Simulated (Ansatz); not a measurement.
# BaFe2S3 (Cmcm) in Ansatz: reference runs

Aim: a first look at BaFe2S3 with PBEsol, on the cell as given and on a disturbed one.

All numbers are computed with Ansatz 0.2.0; they aren't measurements. Logs are shortened: lines on timing, memory, paths and dates and some standing lists are left out, and cuts for length are marked.

## Step 1: The crystal as given

Symmetry: Cmcm, No. 63, orthorhombic system. Conventional cell: a = 8.784 Å, b = 11.219 Å, c = 5.286 Å, α = 90.00°, β = 90.00°, γ = 90.00°. Around Ba (site symmetry m2m) lie 8 S at 3.29 to 3.46 Å. Fe (site symmetry 2) has 4 S at 2.27 to 2.29 Å as nearest neighbours. S (site symmetry m2m) has 4 Fe at 2.29 Å as nearest neighbours. S (site symmetry m) has 2 Fe at 2.27 Å as nearest neighbours.

## Step 2: Single point, PBEsol, collinear spin, ferromagnetic start

File input.yaml:

```yaml
crystal:
  lattice:
    - [4.39175, -5.6095, 0.0]
    - [4.39175, 5.6095, 0.0]
    - [0.0, 0.0, 5.286]
  atoms:
    - { symbol: Ba, position: [0.6859, 0.3141, 0.75] }
    - { symbol: Ba, position: [0.3141, 0.6859, 0.25] }
    - { symbol: Fe, position: [0.8464, 0.8464, 0.5], spin: 3.0 }
    - { symbol: Fe, position: [0.1536, 0.1536, 0.0], spin: 3.0 }
    - { symbol: Fe, position: [0.1536, 0.1536, 0.5], spin: 3.0 }
    - { symbol: Fe, position: [0.8464, 0.8464, 0.0], spin: 3.0 }
    - { symbol: S, position: [0.1147, 0.8853, 0.75] }
    - { symbol: S, position: [0.8853, 0.1147, 0.25] }
    - { symbol: S, position: [0.4158, 0.1694, 0.25] }
    - { symbol: S, position: [0.5842, 0.8306, 0.75] }
    - { symbol: S, position: [0.1694, 0.4158, 0.75] }
    - { symbol: S, position: [0.8306, 0.5842, 0.25] }
hamiltonian:
  xc: pbesol
  pseudopotentials: { kind: paw }
magnetization:
  spin_polarized: true
kpoints:
  mp_grid: { grid: [4, 4, 5] }
scf:
  occupations: { method: fermi_dirac, width: 0.05 }
output:
  forces: true
  stress: true
  eigenvalues: true
```

Potentials or basis: Ansatz PAW.

Started as:

```bash
$ ansatz run input.yaml --threads 4 --pin off --max-ram 11264MiB --backend cpu --events-out ev --progress --plain --runs-dir out
```

The program printed:

```text
Warning: RAYON_NUM_THREADS=4 ignored (pool sized by the plan → 4); use --threads N
Engine: ansatz 0.2.0, x86_64-unknown-linux-gnu
Pseudopotentials: kind: paw
Pseudopotential: Ba, paw, valence charge 10, recommended cutoff 420 eV (normal), Ba.paw.azcp
Pseudopotential: Fe, paw, valence charge 16, recommended cutoff 420 eV (normal), Fe.paw.azcp
Pseudopotential: S, paw, valence charge 6, recommended cutoff 420 eV (normal), S.paw.azcp
Functional definition: PBEsol
  exchange = pbesol_x
  correlation = pbesol_c
Crystal: 12 atoms, lattice volume = 260.447 Å³
Basis set: ecut = 420 eV, 5069 PW (Γ), exchange–correlation on 96×96×72 points (8 copies of the dense FFT grid, shifted against one another)
Bands: 80, of which v1, the nominal top of the filled ones, is band 60 counted from 1 (59 counted from 0)
Symmetry: 8 space group operations
Space group: Cmcm (ITA 63), of the structure as read, at distance tolerance 6.4e-5 Å
Magnetic group: BNS 63.457 (UNI 555), of the structure as read, at distance tolerance 6.4e-5 Å
k-points: 21 of 80
Non-local potential: Ba, projectors of the file, l = 0: 3, l = 1: 2, l = 2: 2, l = 3: 2
Non-local potential: Fe, projectors of the file, l = 0: 3, l = 1: 2, l = 2: 3, l = 3: 1
Non-local potential: S, projectors of the file, l = 0: 2, l = 1: 2, l = 2: 2
PAW form: soft (Blöchl's): semilocal exchange-correlation on the pseudo side does not see the compensation charge
[... 48 lines left out ...]
  E_nonlocal   = 1178.181761
  E_hartree    = 7768.529556
  E_xc         = -1374.115324
  E_vxc        = -1394.913261  (∫ρ·V_xc dr)
  E_paw        = -19129.760726  (= ΣΔE_a)
  E_vpaw       = -1299.510294  (= ΣTr[D̂ρ^β])
  E_aug_tail   = 0.003187  (compensation charges beyond the density's cutoff)
  E_ewald      = -7760.960597
  E_core_change = 1.391369  (= ΣΔE_core)
  E_smearing   = -0.078487  (= −TS)
  E_closure    = 0.000000  (closes the sum)
  Σ components = -34841.400973   (vs F -34841.400973, Δ=0.00e0)
--- Forces (eV/Å), atoms counted from 1 ---
  atom   1  Ba     0.00000000    -0.06842361     0.00000000
  atom   2  Ba     0.00000000     0.06842361     0.00000000
  atom   3  Fe     0.30282330     0.00000000    -0.00000000
  atom   4  Fe    -0.30282330     0.00000000     0.00000000
  atom   5  Fe    -0.30282330     0.00000000     0.00000000
  atom   6  Fe     0.30282330     0.00000000     0.00000000
  atom   7  S      0.00000000     0.96088881     0.00000000
  atom   8  S      0.00000000    -0.96088881     0.00000000
  atom   9  S     -0.52458735     0.58050597     0.00000000
  atom  10  S      0.52458735    -0.58050597     0.00000000
  atom  11  S     -0.52458735    -0.58050597     0.00000000
  atom  12  S      0.52458735     0.58050597     0.00000000
  max |Σ_I F_I| component: 0.00e0 eV/Å
--- Stress (GPa, compression-positive) ---
       -6.399064       0.000000       0.000000
        0.000000      -5.432799       0.000000
        0.000000       0.000000      -7.134884
  P = ⅓ Tr σ = -6.3222 GPa (-63.222 kbar)
--- Band table (eV; the first three rows and the last of 42) ---
  k-point 0 ↑: bands = ["-79.1672", "-79.1617", "-79.1531", "-79.1477", "-45.5764", "-45.5707", "-45.4901", "-45.4854", "-45.4679", "-45.4521", "-45.4095", "-45.3959", "-45.1515", "-45.1439", "-45.0807", "-45.0746", "-18.9599", "-18.9513", "-5.5001", "-4.8456", "-4.6930", "-4.3049", "-4.2717", "-4.2356", "-4.2036", "-4.1416", "-3.8618", "-3.7629", "-3.4726", "-3.0848", "2.7044", "2.7742", "3.0100", "3.6190", "3.9509", "4.2200", "4.2441", "4.5464", "4.5536", "4.8259", "4.8523", "4.8741", "5.1635", "5.2952", "5.3551", "5.5211", "5.6353", "6.0700", "6.2130", "6.2872", "6.4640", "6.7495", "6.7552", "6.8426", "7.1292", "7.1436", "7.2021", "7.2258", "7.5485", "7.7198", "7.9620", "8.3207", "8.4333", "8.4524", "8.5040", "9.2548", "9.4195", "9.8413", "11.0361", "11.7028", "11.7677", "11.7833", "11.9989", "12.5512", "12.5687", "12.6091", "12.6625", "13.8103", "14.1408", "14.1607"]
  k-point 1 ↑: bands = ["-79.1659", "-79.1604", "-79.1544", "-79.1490", "-45.5674", "-45.5618", "-45.4976", "-45.4928", "-45.4664", "-45.4536", "-45.4082", "-45.3972", "-45.1456", "-45.1381", "-45.0883", "-45.0821", "-18.9582", "-18.9512", "-5.4704", "-4.9131", "-4.6151", "-4.5037", "-4.3861", "-4.2246", "-4.1288", "-4.0643", "-3.8342", "-3.6957", "-3.3560", "-3.2138", "2.8246", "2.8379", "2.8623", "3.7967", "3.8654", "3.9834", "4.3294", "4.5834", "4.6322", "4.8949", "4.9479", "4.9491", "5.0894", "5.2190", "5.3971", "5.5455", "5.6535", "5.6590", "6.0819", "6.3307", "6.4756", "6.6992", "6.7646", "6.8684", "7.0505", "7.1302", "7.1690", "7.2988", "7.3886", "7.9746", "8.2693", "8.3144", "8.5310", "8.5658", "8.6417", "9.0861", "9.2888", "9.7412", "11.4560", "11.6671", "11.8388", "12.0285", "12.4236", "12.6225", "12.7094", "12.7926", "13.1746", "13.3003", "13.4320", "13.7713"]
  k-point 2 ↑: bands = ["-79.1623", "-79.1580", "-79.1569", "-79.1526", "-45.5446", "-45.5393", "-45.5179", "-45.5129", "-45.4625", "-45.4576", "-45.4048", "-45.4006", "-45.1293", "-45.1221", "-45.1074", "-45.1007", "-18.9545", "-18.9518", "-5.3753", "-5.1744", "-4.4865", "-4.4254", "-4.4090", "-4.2081", "-4.1785", "-4.1619", "-3.8417", "-3.5261", "-3.4099", "-3.2605", "2.8450", "2.9691", "3.0821", "3.5157", "3.7613", "3.8854", "4.5770", "4.7302", "4.7635", "4.8809", "4.9574", "5.0849", "5.1033", "5.1039", "5.2991", "5.3003", "5.4701", "5.6537", "5.9891", "6.3499", "6.4888", "6.7017", "6.7299", "6.7425", "6.8633", "6.8714", "7.1919", "7.2642", "7.6603", "7.9752", "8.6035", "8.7301", "8.7314", "8.7398", "8.9055", "9.0999", "9.1732", "9.4986", "11.7286", "11.9099", "12.0381", "12.0605", "12.2799", "12.5148", "12.6673", "13.0369", "13.1857", "13.3899", "13.4943", "14.1015"]
  k-point 20 ↓: bands = ["-76.6505", "-76.6457", "-76.6445", "-76.6398", "-43.0058", "-42.9977", "-42.9845", "-42.9769", "-42.9444", "-42.9388", "-42.8797", "-42.8750", "-42.8341", "-42.8280", "-42.8009", "-42.7952", "-18.9399", "-18.9399", "-5.1419", "-5.0507", "-4.7759", "-4.5466", "-4.4893", "-4.2061", "-4.1355", "-4.0729", "-3.4468", "-3.3070", "-3.0927", "-3.0573", "3.4026", "3.5234", "3.7355", "3.9839", "4.1223", "4.3989", "4.7350", "5.0183", "5.0986", "5.1152", "5.2735", "5.3333", "5.5434", "5.6920", "6.0413", "6.1061", "6.2029", "6.3705", "7.5869", "7.9243", "8.4013", "8.4079", "8.4516", "8.6134", "8.7395", "8.8584", "8.9380", "9.1616", "9.7389", "9.8608", "9.8790", "9.9659", "10.0072", "10.0798", "10.2909", "10.4952", "10.5084", "10.6787", "12.1848", "12.2551", "12.5611", "12.7523", "12.9512", "13.1102", "13.2350", "13.4746", "13.7856", "14.0739", "14.5271", "14.6365"]
```

Run time: 25 s. Hardware: 4 threads of Intel Xeon 6975P-C (Granite Rapids), shared host; peak memory 1.2 GiB.

What came out:

```yaml
Free_energy: -34841.4010 eV
Pressure: -6.3 GPa
Largest_force: 0.961 eV/Å
Band_gap_on_the_k_mesh: none (metal or under the smearing width)
Net_moment: 10.10 μB per cell
Absolute_moment: 10.40 μB per cell
Site_moments: Ba +0.02; Fe +2.15; S -0.02, +0.12 μB
```

Forces on the atoms (eV/Å):
```
Ba   0.000 -0.068  0.000
Ba   0.000  0.068  0.000
Fe   0.303  0.000  0.000
Fe  -0.303  0.000  0.000
Fe  -0.303  0.000  0.000
Fe   0.303  0.000  0.000
S    0.000  0.961  0.000
S    0.000 -0.961  0.000
S   -0.525  0.581  0.000
S    0.525 -0.581  0.000
S   -0.525 -0.581  0.000
S    0.525  0.581  0.000
```

Stress tensor (GPa, compression positive):
```
-6.40  0.00  0.00
 0.00 -5.43  0.00
 0.00  0.00 -7.13
```

Caveat: the magnetic or orbital state may not be the lowest; only a ferromagnetic start was run, and an antiferromagnetic order may lie lower in energy; the PAW data sets come from PBE, with cores solved anew for the run's functional, which leaves a small shift of forces and pressure. With open d or f shells a metallic result of PBEsol can be an artefact of self-interaction; +U or a hybrid may open a gap.

## Step 3: Single point, PBEsol, collinear spin, ferromagnetic start (atoms moved at random, drawn with an rms of 0.05 Å)

File input.yaml:

```yaml
crystal:
  lattice:
    - [4.39175, -5.6095, 0.0]
    - [4.39175, 5.6095, 0.0]
    - [0.0, 0.0, 5.286]
  atoms:
    - { symbol: Ba, position: [0.689695, 0.314017, 0.748611] }
    - { symbol: Ba, position: [0.318309, 0.687124, 0.254141] }
    - { symbol: Fe, position: [0.840221, 0.839637, 0.500171], spin: 3.0 }
    - { symbol: Fe, position: [0.157198, 0.151039, 0.004601], spin: 3.0 }
    - { symbol: Fe, position: [0.156063, 0.152175, 0.493672], spin: 3.0 }
    - { symbol: Fe, position: [0.839684, 0.847983, -0.002811], spin: 3.0 }
    - { symbol: S, position: [0.112554, 0.887527, 0.74883] }
    - { symbol: S, position: [0.885079, 0.118605, 0.242823] }
    - { symbol: S, position: [0.413915, 0.158573, 0.245957] }
    - { symbol: S, position: [0.59282, 0.835551, 0.748822] }
    - { symbol: S, position: [0.167494, 0.419224, 0.756198] }
    - { symbol: S, position: [0.830127, 0.584884, 0.253449] }
hamiltonian:
  xc: pbesol
  pseudopotentials: { kind: paw }
magnetization:
  spin_polarized: true
kpoints:
  mp_grid: { grid: [4, 4, 5] }
scf:
  occupations: { method: fermi_dirac, width: 0.05 }
output:
  forces: true
  stress: true
  eigenvalues: true
```

Potentials or basis: Ansatz PAW.

Started as:

```bash
$ ansatz run input.yaml --threads 4 --pin off --max-ram 11264MiB --backend cpu --events-out ev --progress --plain --runs-dir out
```

The program printed:

```text
Warning: RAYON_NUM_THREADS=4 ignored (pool sized by the plan → 4); use --threads N
Engine: ansatz 0.2.0, x86_64-unknown-linux-gnu
Pseudopotentials: kind: paw
[... 123 lines left out ...]
  k-point 1 ↑: bands = ["-79.3397", "-79.1201", "-79.0230", "-76.8636", "-45.8418", "-45.5702", "-45.4635", "-45.3933", "-45.3727", "-45.3268", "-45.2108", "-45.1223", "-44.9597", "-43.2113", "-43.1186", "-43.0358", "-18.9526", "-18.9363", "-5.3795", "-4.7955", "-4.6468", "-4.4893", "-4.3764", "-4.1901", "-4.1054", "-4.0301", "-3.9099", "-3.6429", "-3.4072", "-3.1059", "2.8883", "2.9779", "2.9985", "3.9445", "4.0114", "4.1050", "4.4375", "4.6075", "4.7522", "4.8837", "4.9733", "5.0427", "5.2364", "5.3807", "5.4507", "5.6495", "5.8585", "5.9386", "6.1954", "6.5545", "6.7013", "6.8483", "6.9290", "7.1498", "7.2197", "7.4626", "7.6212", "7.7685", "7.8505", "8.3346", "8.4791", "8.7682", "8.9478", "9.3672", "9.4138", "9.6396", "9.8446", "10.1711", "11.4695", "11.7880", "11.9507", "12.1507", "12.4817", "12.6965", "12.7766", "12.9038", "13.2288", "13.3867", "13.5301", "13.8323"]
  k-point 2 ↑: bands = ["-79.3397", "-79.1198", "-79.0233", "-76.8636", "-45.8412", "-45.5702", "-45.4509", "-45.3916", "-45.3815", "-45.3292", "-45.2102", "-45.1205", "-44.9649", "-43.2126", "-43.1188", "-43.0358", "-18.9504", "-18.9355", "-5.2902", "-5.0852", "-4.4833", "-4.3991", "-4.3535", "-4.2029", "-4.1814", "-4.1345", "-3.8738", "-3.5772", "-3.3819", "-3.1717", "2.9715", "3.0786", "3.1815", "3.5746", "3.9230", "4.0288", "4.5878", "4.7532", "4.8592", "4.9844", "4.9970", "5.1385", "5.2106", "5.2983", "5.3953", "5.4612", "5.6622", "5.8549", "6.2024", "6.5573", "6.7333", "6.8010", "6.9129", "7.1388", "7.2769", "7.4029", "7.5210", "7.6847", "7.8199", "8.6280", "8.7551", "8.8786", "9.2197", "9.3201", "9.5772", "9.6804", "9.9413", "10.0693", "11.8081", "11.9085", "12.0749", "12.1562", "12.3775", "12.5688", "12.7501", "13.0717", "13.2284", "13.4896", "13.5855", "14.1500"]
  k-point 41 ↓: bands = ["-79.6473", "-76.7772", "-76.3810", "-76.2799", "-46.0265", "-45.8663", "-45.6312", "-43.1325", "-43.0068", "-42.9724", "-42.7327", "-42.6880", "-42.5904", "-42.5603", "-42.5215", "-42.4842", "-18.9424", "-18.9272", "-5.0336", "-4.9767", "-4.8677", "-4.5673", "-4.4874", "-4.2246", "-4.1304", "-4.0557", "-3.6091", "-3.4311", "-3.1097", "-2.9438", "3.3855", "3.5200", "3.6961", "3.9034", "3.9742", "4.1880", "4.4767", "4.5144", "4.7877", "5.0065", "5.1080", "5.2320", "5.3477", "5.4618", "5.6434", "5.8239", "6.1756", "6.4076", "6.5733", "6.9745", "7.0952", "7.3257", "7.6662", "8.1685", "8.5816", "8.7928", "8.8152", "9.0520", "9.3261", "9.3786", "9.7142", "9.7735", "9.9179", "10.0774", "10.2147", "10.3692", "10.5674", "10.7553", "12.1438", "12.2385", "12.5134", "12.7399", "12.9098", "13.0769", "13.2120", "13.4423", "13.7633", "14.0347", "14.4811", "14.5531"]
```

Run time: 5.1 min. Hardware: 4 threads of Intel Xeon 6975P-C (Granite Rapids), shared host; peak memory 4 GiB.

What came out:

```
Free energy            : -34841.9596 eV
Pressure               : -5.6 GPa
Largest force          : 1.198 eV/Å
Band gap on the k mesh : none (metal or under the smearing width)
Net moment             : 5.39 μB per cell
Absolute moment        : 10.95 μB per cell
Site moments           : Ba +0.01, +0.02; Fe +2.18, +2.25, +2.42, -2.36; S -0.00, +0.12, -0.01, +0.13, +0.00 μB
```

Forces on the atoms (eV/Å):
```
Ba  -0.092 -0.109  0.027
Ba  -0.223  0.147 -0.035
Fe   0.960 -0.066 -0.241
Fe  -0.388  0.357 -0.359
Fe  -0.365  0.354  0.324
Fe   0.653 -0.441  0.358
S   -0.183  0.884  0.166
S   -0.228 -1.175  0.061
S   -0.053  0.241  0.139
S   -0.047 -0.177 -0.020
S   -0.522 -0.811 -0.174
S    0.488  0.796 -0.247
```

Stress tensor (GPa, compression positive):
```
-5.85 -0.63  0.19
-0.63 -5.02 -0.08
 0.19 -0.08 -5.97
```

Caveat: only a ferromagnetic start was run, and an antiferromagnetic order may lie lower in energy; the PAW data sets come from PBE, with cores solved anew for the run's functional, which leaves a small shift of forces and pressure; the starting moments weren't kept.
